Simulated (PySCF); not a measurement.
# C4H5BF+: electronic excitations and core binding energies

What electronic excitations and core binding energies should C4H5BF+ (`Cc1[cH+]c1BF`) show?

Computed with PySCF 2.14.0, with density-fitted response routines of our own, on a single molecule in the gas phase. Atoms count from 0, in the outputs and in this text.

### 1 The molecule as given

11 atoms, charge 1, multiplicity 1; geometry from: GFN2-xTB.

Bonds of the start (Å): C0–C1 1.43, C1–C2 1.37, C2–C3 1.38, C3–B4 1.55, B4–F5 1.29, C3–C1 1.41, C0–H6 1.10, C0–H7 1.09, C0–H8 1.09, C2–H9 1.07, B4–H10 1.17.

### 2 Excited states and response: PBE0/def2-SVPD

What the job is given:

```
{"job": {"kind": "uv", "xc": "PBE0", "basis": "def2-SVPD", "nstates": 8, "ntriplets": 3}, "charge": 1, "multiplicity": 1}
C     -1.807259    -0.394167    -0.109964
C     -0.563194     0.294521     0.026766
C      0.172347     1.445409     0.165983
C      0.846639     0.239358     0.108762
B      2.167596    -0.564278     0.017486
F      2.690640    -1.056628     1.086199
H     -1.994312    -0.548272    -1.179705
H     -2.636550     0.194380     0.283930
H     -1.770807    -1.386217     0.342712
H      0.237252     2.506473     0.264438
H      2.663072    -0.727909    -1.032570
```

Method: TDDFT PBE0/def2-SVPD, vertical, gas phase, core orbitals frozen in the response.

On the command line:

```
$ OMP_NUM_THREADS=1 python probes_run.py task.json out
```

One launch serves the whole session: the jobs run in the order shown.

The program printed:

```text
coarse grid: 9616 points
cycle   1  E = -279.2236843369  dE =  1.138e+00  |g| = 4.419e-01  |ddm| = 5.414e+00
cycle   2  E = -279.1839931388  dE =  3.969e-02  |g| = 6.850e-01  |ddm| = 1.361e+00
cycle   3  E = -279.2671044835  dE = -8.311e-02  |g| = 6.034e-02  |ddm| = 6.530e-01
cycle   4  E = -279.2676477193  dE = -5.432e-04  |g| = 2.935e-02  |ddm| = 1.225e-01
cycle   5  E = -279.2678440328  dE = -1.963e-04  |g| = 7.399e-03  |ddm| = 5.101e-02
cycle   6  E = -279.2678555991  dE = -1.157e-05  |g| = 2.878e-03  |ddm| = 1.618e-02
cycle   7  E = -279.2678577572  dE = -2.158e-06  |g| = 3.110e-04  |ddm| = 4.922e-03
final grid: 94504 points
cycle   8  E = -279.3089556355  dE = -3.812e-05  |g| = 4.924e-03  |ddm| = 5.940e-02
cycle   9  E = -279.3089565066  dE = -8.712e-07  |g| = 4.817e-03  |ddm| = 1.693e-02
cycle  10  E = -279.3089622317  dE = -5.725e-06  |g| = 8.928e-04  |ddm| = 7.104e-03
cycle  11  E = -279.3089623817  dE = -1.500e-07  |g| = 1.667e-04  |ddm| = 1.295e-03
cycle  12  E = -279.3089623872  dE = -5.528e-09  |g| = 3.742e-05  |ddm| = 2.796e-04
cycle  13  E = -279.3089623875  dE = -3.166e-10  |g| = 1.869e-05  |ddm| = 9.131e-05
converged SCF energy = -279.3089623875

Static polarisability (au): isotropic 49.979, principal 37.382 48.968 63.588

Singlet excitations
state   eV       nm        f      main configurations
  1   5.8436    212.2   0.02261   H->L 0.94
  2   6.2440    198.6   0.00045   H->L+1 0.83, H-1->L+1 0.10
  3   6.5958    188.0   0.00766   H->L+2 0.95
  4   6.8258    181.6   0.01781   H-1->L 0.66, H-3->L 0.13, H-2->L 0.11
  5   7.3290    169.2   0.00839   H-1->L+1 0.69, H-2->L+1 0.08
  6   7.5348    164.5   0.04502   H-3->L 0.47, H-1->L 0.24, H-2->L 0.14
  7   7.9235    156.5   0.05497   H-2->L 0.31, H-3->L+1 0.27, H-2->L+1 0.13
  8   8.0185    154.6   0.00434   H-3->L+1 0.36, H-2->L 0.28, H-3->L 0.20

Triplet excitations (Tamm-Dancoff, eV): 5.2024 5.8218 5.9495
```

It took 28 s on 1 thread, shared host.

The orbitals next to the gap, with their largest atomic shares:

| orbital | eV | atoms |
| --- | --- | --- |
| HOMO−3 | -16.85 | C2 25 %, C3 21 %, C0 16 % |
| HOMO−2 | -16.23 | C0 24 %, C3 18 %, C2 16 % |
| HOMO−1 | -15.88 | C0 21 %, C3 16 %, C1 16 % |
| HOMO | -14.71 | B4 24 %, F5 24 %, H10 19 % |
| LUMO | -7.32 | C3 47 %, C2 24 %, C1 12 % |
| LUMO+1 | -6.90 | C1 40 %, C2 32 %, C0 8 % |
| LUMO+2 | -6.19 | B4 46 %, F5 17 %, C3 15 % |

With each of the 8 states as a Gaussian band of 0.4 eV half-width at 1/e, the curve within the window shown has maxima at 212 nm (ε 930), 160 nm (ε 3,400) L/(mol cm). Beyond the last state computed it falls off for lack of states. The curve at chosen wavelengths:

| nm | ε (L/mol/cm) |
| --- | --- |
| 149 | 980 |
| 152 | 1922 |
| 156 | 3057 |
| 159 | 3419 |
| 163 | 3234 |
| 166 | 2761 |
| 170 | 1985 |
| 173 | 1517 |
| 177 | 1201 |
| 180 | 1124 |
| 184 | 1043 |
| 187 | 927 |
| 191 | 731 |
| 194 | 617 |
| 198 | 579 |
| 201 | 640 |
| 205 | 785 |
| 208 | 884 |
| 212 | 933 |
| 215 | 890 |
| 219 | 745 |
| 222 | 602 |
| 226 | 410 |
| 229 | 288 |
| 233 | 165 |
| 236 | 103 |

Further results of this job:

```
           property  computed
polarisability (Å³)      7.41
 HOMO–LUMO gap (eV)      7.39
      −ε(HOMO) (eV)     14.71
```

### 3 Core holes by ΔSCF: SCAN, X2C

The job, as its differences from that of step 2:

```diff
@@ -1,2 +1,2 @@
-{"job": {"kind": "uv", "xc": "PBE0", "basis": "def2-SVPD", "nstates": 8, "ntriplets": 3}, "charge": 1, "multiplicity": 1}
+{"job": {"kind": "xps"}, "charge": 1, "multiplicity": 1}
 C     -1.807259    -0.394167    -0.109964
```

Level: delta-SCF UKS SCAN, pcX-2 on the ionised atom, pcseg-1 elsewhere, spin-free X2C.

The program printed:

```text
ground state, core basis on atom 0 (C), 140 functions
  cycle   1  E = -279.76903366  |g| = 4.67e-01
  cycle   2  E = -279.67222274  |g| = 8.90e-01
  cycle   3  E = -279.81022795  |g| = 1.12e-01
  cycle   4  E = -279.81250462  |g| = 3.78e-02
  cycle   5  E = -279.81278584  |g| = 1.26e-02
  cycle   6  E = -279.81281811  |g| = 5.87e-03
  cycle   7  E = -279.81282649  |g| = 1.12e-03
  cycle   8  E = -279.81282947  |g| = 3.46e-04
  E(ground) = -279.81618338 Eh
hole in C 1s of atom 0
  cycle   1  E = -268.35173745  |g| = 1.50e+00
  cycle   2  E = -267.71818186  |g| = 1.77e+00
  cycle   3  E = -268.78606742  |g| = 4.75e-01
  cycle   4  E = -268.83409290  |g| = 3.63e-01
  cycle   5  E = -268.90058762  |g| = 4.73e-02
  cycle   6  E = -268.90122220  |g| = 2.33e-02
  cycle   7  E = -268.90140903  |g| = 1.10e-02
  cycle   8  E = -268.90144627  |g| = 4.82e-03
  cycle   9  E = -268.90145867  |g| = 1.13e-03
  cycle  10  E = -268.90145962  |g| = 6.78e-04
  cycle  11  E = -268.90146018  |g| = 4.24e-04
  E(ion) = -268.90417473 Eh   <S^2> = 0.7657   hole on atom = 1.000   binding energy = 296.931 eV
ground state, core basis on atom 1 (C), 140 functions
  cycle   1  E = -279.81792289  |g| = 5.99e-02
  cycle   2  E = -279.81790680  |g| = 2.38e-02
  cycle   3  E = -279.81793859  |g| = 2.08e-02
  cycle   4  E = -279.81803577  |g| = 5.44e-03
  cycle   5  E = -279.81804356  |g| = 5.48e-04
  cycle   6  E = -279.81804380  |g| = 1.70e-04
  E(ground) = -279.82147338 Eh
hole in C 1s of atom 1
  cycle   1  E = -268.25848222  |g| = 1.51e+00
  cycle   2  E = -265.73156520  |g| = 2.48e+00
  cycle   3  E = -268.53425480  |g| = 7.91e-01
  cycle   4  E = -268.77735617  |g| = 3.58e-01
  cycle   5  E = -268.79483754  |g| = 2.42e-01
  cycle   6  E = -268.82469127  |g| = 3.79e-02
  cycle   7  E = -268.82538449  |g| = 2.20e-02
  cycle   8  E = -268.82564797  |g| = 1.05e-02
  cycle   9  E = -268.82572282  |g| = 3.39e-03
  cycle  10  E = -268.82574133  |g| = 1.90e-03
  cycle  11  E = -268.82574858  |g| = 9.77e-04
  cycle  12  E = -268.82574876  |g| = 8.27e-04
  cycle  13  E = -268.82574926  |g| = 2.91e-04
  E(ion) = -268.82826530 Eh   <S^2> = 0.8008   hole on atom = 1.000   binding energy = 299.140 eV
ground state, core basis on atom 2 (C), 140 functions
  cycle   1  E = -279.81698749  |g| = 5.84e-02
  cycle   2  E = -279.81687224  |g| = 2.82e-02
  cycle   3  E = -279.81678104  |g| = 3.34e-02
  cycle   4  E = -279.81706388  |g| = 3.28e-03
  cycle   5  E = -279.81706633  |g| = 4.94e-04
  E(ground) = -279.82061727 Eh
hole in C 1s of atom 2
  cycle   1  E = -268.27136474  |g| = 1.50e+00
  cycle   2  E = -265.98051633  |g| = 2.36e+00
  cycle   3  E = -268.57110320  |g| = 7.58e-01
  cycle   4  E = -268.78927685  |g| = 3.81e-01
  cycle   5  E = -268.81443717  |g| = 2.40e-01
  cycle   6  E = -268.84270133  |g| = 3.72e-02
  cycle   7  E = -268.84324230  |g| = 2.16e-02
  cycle   8  E = -268.84350078  |g| = 5.24e-03
  cycle   9  E = -268.84352850  |g| = 2.51e-03
  cycle  10  E = -268.84353953  |g| = 1.41e-03
  cycle  11  E = -268.84354295  |g| = 5.81e-04
  cycle  12  E = -268.84354301  |g| = 2.74e-04
  E(ion) = -268.84633836 Eh   <S^2> = 0.8017   hole on atom = 1.000   binding energy = 298.625 eV
ground state, core basis on atom 3 (C), 140 functions
  cycle   1  E = -279.81653986  |g| = 5.89e-02
  cycle   2  E = -279.81634878  |g| = 3.35e-02
  cycle   3  E = -279.81627256  |g| = 3.71e-02
  cycle   4  E = -279.81663514  |g| = 2.57e-03
  cycle   5  E = -279.81663722  |g| = 1.11e-03
  cycle   6  E = -279.81663685  |g| = 9.98e-05
  E(ground) = -279.82034440 Eh
hole in C 1s of atom 3
  cycle   1  E = -268.28265729  |g| = 1.50e+00
  cycle   2  E = -266.37908423  |g| = 2.36e+00
  cycle   3  E = -268.67214693  |g| = 5.88e-01
  cycle   4  E = -268.80757242  |g| = 3.23e-01
  cycle   5  E = -268.84089958  |g| = 1.70e-01
  cycle   6  E = -268.85140065  |g| = 3.49e-02
  cycle   7  E = -268.85192750  |g| = 1.05e-02
  cycle   8  E = -268.85203470  |g| = 4.52e-03
  cycle   9  E = -268.85207296  |g| = 3.08e-03
  cycle  10  E = -268.85209450  |g| = 1.57e-03
  cycle  11  E = -268.85209757  |g| = 1.09e-03
  cycle  12  E = -268.85209844  |g| = 3.36e-04
  E(ion) = -268.85439241 Eh   <S^2> = 0.8101   hole on atom = 1.000   binding energy = 298.399 eV
ground state, core basis on atom 4 (B), 140 functions
  cycle   1  E = -279.80926120  |g| = 5.70e-02
  cycle   2  E = -279.80881192  |g| = 6.07e-02
  cycle   3  E = -279.80941248  |g| = 2.65e-02
  cycle   4  E = -279.80954200  |g| = 6.00e-03
  cycle   5  E = -279.80955032  |g| = 1.16e-03
  cycle   6  E = -279.80954967  |g| = 2.83e-04
  E(ground) = -279.81446292 Eh
hole in B 1s of atom 4
  cycle   1  E = -271.93976401  |g| = 1.15e+00
  cycle   2  E = -269.50412837  |g| = 2.05e+00
  cycle   3  E = -272.04720786  |g| = 6.44e-01
  cycle   4  E = -272.26782261  |g| = 3.30e-01
  cycle   5  E = -272.31346665  |g| = 1.33e-01
  cycle   6  E = -272.31966672  |g| = 5.68e-02
  cycle   7  E = -272.32084973  |g| = 2.42e-02
  cycle   8  E = -272.32109281  |g| = 8.71e-03
  cycle   9  E = -272.32113179  |g| = 4.37e-03
  cycle  10  E = -272.32114213  |g| = 2.20e-03
  cycle  11  E = -272.32114654  |g| = 7.96e-04
  cycle  12  E = -272.32114752  |g| = 5.77e-04
  cycle  13  E = -272.32114754  |g| = 1.64e-04
  E(ion) = -272.32827748 Eh   <S^2> = 0.7827   hole on atom = 1.000   binding energy = 203.709 eV
ground state, core basis on atom 5 (F), 140 functions
  cycle   1  E = -279.85794360  |g| = 1.26e-01
  cycle   2  E = -279.85673812  |g| = 1.10e-01
  cycle   3  E = -279.85776192  |g| = 6.82e-02
  cycle   4  E = -279.85838839  |g| = 4.14e-03
  cycle   5  E = -279.85839163  |g| = 1.51e-03
  cycle   6  E = -279.85839314  |g| = 2.37e-04
  E(ground) = -279.86354682 Eh
hole in F 1s of atom 5
  cycle   1  E = -253.30409055  |g| = 2.58e+00
  cycle   2  E = -253.28034489  |g| = 2.08e+00
  cycle   3  E = -254.13480466  |g| = 3.42e-01
  cycle   4  E = -254.11021762  |g| = 3.59e-01
  cycle   5  E = -254.18570775  |g| = 4.50e-02
  cycle   6  E = -254.18645663  |g| = 2.43e-02
  cycle   7  E = -254.18677909  |g| = 5.40e-03
  cycle   8  E = -254.18679046  |g| = 2.67e-03
  cycle   9  E = -254.18679329  |g| = 8.62e-04
  cycle  10  E = -254.18679420  |g| = 3.12e-04
  E(ion) = -254.19921137 Eh   <S^2> = 0.7565   hole on atom = 1.000   binding energy = 698.362 eV
```

It took 77 s on 1 thread, shared host.

The holes in one table. −ε is the ground-state orbital energy:

| hole | stands for | ΔSCF (eV) | −ε (eV) | ⟨S²⟩ |
| --- | --- | --- | --- | --- |
| C1s on C0 | C0 | 296.93 | 279.5 | 0.766 |
| C1s on C1 | C1 | 299.14 | 282.2 | 0.801 |
| C1s on C2 | C2 | 298.63 | 281.8 | 0.802 |
| C1s on C3 | C3 | 298.40 | 281.5 | 0.810 |
| B1s on B4 | B4 | 203.71 | 187.2 | 0.783 |
| F1s on F5 | F5 | 698.36 | 672.2 | 0.756 |

### 4 What came out

| quantity | value |
| --- | --- |
| lowest singlet (PBE0/def2-SVPD) | 5.84 eV (212 nm), f = 0.023 |
| brightest single state of those computed | state 7, 7.92 eV, f = 0.055 |
| lowest triplet | 5.20 eV |
| C1s binding energies, SCAN/pcX-2 | C1 299.14, C2 298.63, C3 298.40, C0 296.93 eV |
| B1s binding energies, SCAN/pcX-2 | B4 203.71 eV |
| F1s binding energies, SCAN/pcX-2 | F5 698.36 eV |

In words: The lowest singlet, at 5.84 eV, is HOMO→LUMO 0.94 and is weak; of the 8 states computed, the strongest absorption comes from state 7 at 7.92 eV. The lowest triplet lies 0.64 eV below the lowest singlet (triplets in Tamm-Dancoff, singlets in full TDDFT). C1 binds its C1s electron 2.21 eV more tightly than C0.
